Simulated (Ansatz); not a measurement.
# B2W: further runs on the relaxed cell

One table from this session's results is given with a row withheld; the runs are named, their logs left out.

Computed with Ansatz 0.2.0 (DFT PBEsol, scalar-relativistic, plane waves, PAW, unless a step's input says otherwise).

2 further runs of the same task are left out: 2 set aside as unsound or not needed.

### The starting structure

It takes space group P6/mmm (No. 191, hexagonal). Conventional cell: a = 3.010 Å, b = 3.010 Å, c = 3.317 Å, α = 90.00°, β = 90.00°, γ = 120.00°. B (site symmetry -6m2) is surrounded by 3 B at 1.74 Å and 6 W at 2.40 Å. W (site symmetry 6/mmm) has 12 B at 2.40 Å as nearest neighbours.

Structure file:

```
CELL_PARAMETERS angstrom
3.00986 0.00000 0.00000
-1.50493 2.60662 0.00000
0.00000 0.00000 3.31703
ATOMIC_POSITIONS crystal
B 0.33333 0.66667 0.50000
B 0.66667 0.33333 0.50000
W 0.00000 0.00000 0.00000
```

It is the result of an earlier relaxation at this level (volume 8.67 Å³/atom; gap on the mesh: none (metal)).

Set-up of the first run:

input.yaml reads:

```yaml
crystal:
  lattice:
    - [3.009859849, 0.0, 0.0]
    - [-1.5049299245, 2.6066150911, 0.0]
    - [0.0, 0.0, 3.3170253431]
  atoms:
    - { symbol: B, position: [0.3333333333, 0.6666666667, 0.5] }
    - { symbol: B, position: [0.6666666667, 0.3333333333, 0.5] }
    - { symbol: W, position: [0.0, 0.0, 0.0] }
basis:
  ecutwfc: 420
kpoints:
  mp_grid: { grid: [18, 18, 12] }
  band_path:
    path:
      - [[0.0, 0.0, 0.0], [0.5, 0.0, 0.0], [0.33333333, 0.33333333, 0.0], [0.0, 0.0, 0.0], [0.0, 0.0, 0.5], [0.5, 0.0, 0.5], [0.33333333, 0.33333333, 0.5], [0.0, 0.0, 0.5]]
      - [[0.5, 0.0, 0.5], [0.5, 0.0, 0.0]]
      - [[0.33333333, 0.33333333, 0.5], [0.33333333, 0.33333333, 0.0]]
    npoints: 14
hamiltonian:
  xc: pbesol
scf:
  occupations: { method: gaussian, width: 0.1 }
  n_extra_bands: 7
output:
  forces: true
  stress: true
  eigenvalues: true
  populations: true
  dos: { projected: true, de: 0.02, nscf_kmesh: { grid: [27, 27, 18] } }
  bader: true
  write_density: true
  write_potential: true
  elf: true
  volumetric_format: npy
```

Run with:

```
> ansatz run input.yaml --threads 1 --pin off --max-ram 2560MiB --backend cpu --events-out ev --progress --plain --runs-dir out
```

Among the steps run: Electronic structure at the relaxed geometry; The cell scaled to 0.97 of its volume; The cell scaled to 1.03 of its volume; Point at V/V0 = 0.94; Volume × 1.06.

One of the session's tables, all rows but one given; the rest of the session is left out.

It belongs to the step «Fit of the equation of state». 

| volume (Å³/atom) | energy above the lowest point (meV/atom) | pressure (GPa) |
| --- | --- | --- |
| 8.154 | 36.5 | 23.74 |
| 8.414 | 8.7 | 10.97 |
| 8.675 | 0.0 | 0.01 |
| 8.935 | ? | ? |
| 9.195 | 29.9 | -17.44 |

**Question.** Estimate the row for volume (Å³/atom) = 8.935.

Worked estimate for «energy above the lowest point (meV/atom)». A straight line through the neighbours (8.675, 0.0) and (9.195, 29.9) gives 0.0 + (29.9 − 0.0) × (8.935 − 8.675) / (9.195 − 8.675) = 14.9; a parabola fitted to 3 rows on both sides gives 7.1.

**Answer.** energy above the lowest point (meV/atom): 7.9; pressure (GPa): -9.39. In «energy above the lowest point (meV/atom)» the line misses by +7.0 and the parabola by -0.8.
